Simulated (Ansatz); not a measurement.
# CuS: the cost of one run

Method: def2-TZVPP, core rule «outside noble gas», up to 14 orbitals frozen; program: Ansatz 0.2.0, Gaussian basis.

Plan: UHF; ROHF; CCSD(T) on UHF.

2 further runs of the same task are left out: 2 set aside as unsound or not needed.

### Step 1. What is computed

The geometry is a PBE0/def2-TZVP stationary point (not a proven minimum) of the parent state, kept for this charge and spin.

2 atoms, charge 0, spin multiplicity 4.

Atoms are counted from 1 here; the program's logs count them from 0.

Bond lengths: Cu1–S2 2.084 Å.

### Step 2. UHF

The input, in.yaml:

```yaml
crystal:
  periodic: [false, false, false]
  atoms:
    - {symbol: Cu, position_ang: [0.000000, 0.000000, 0.000000]}
    - {symbol: S, position_ang: [0.000000, 0.000000, 2.084103]}
basis:
  gaussian: {orbitals: def2-TZVPP}
magnetization: {spin_polarized: true, initial_magnetization: 3}
hamiltonian: {xc: hf}
output: {orbitals: {seedname: orbitals}}
```

The run is started by

```bash
$ ansatz run in.yaml --threads 1 --pin off --events-out ev --progress --plain --max-ram 4096MiB --backend cpu
```

**Question.** How long does this run take on 1 thread of AMD EPYC 7R13, shared host, and how much memory does it need?

About 18 s, with a peak of 0.37 GiB.
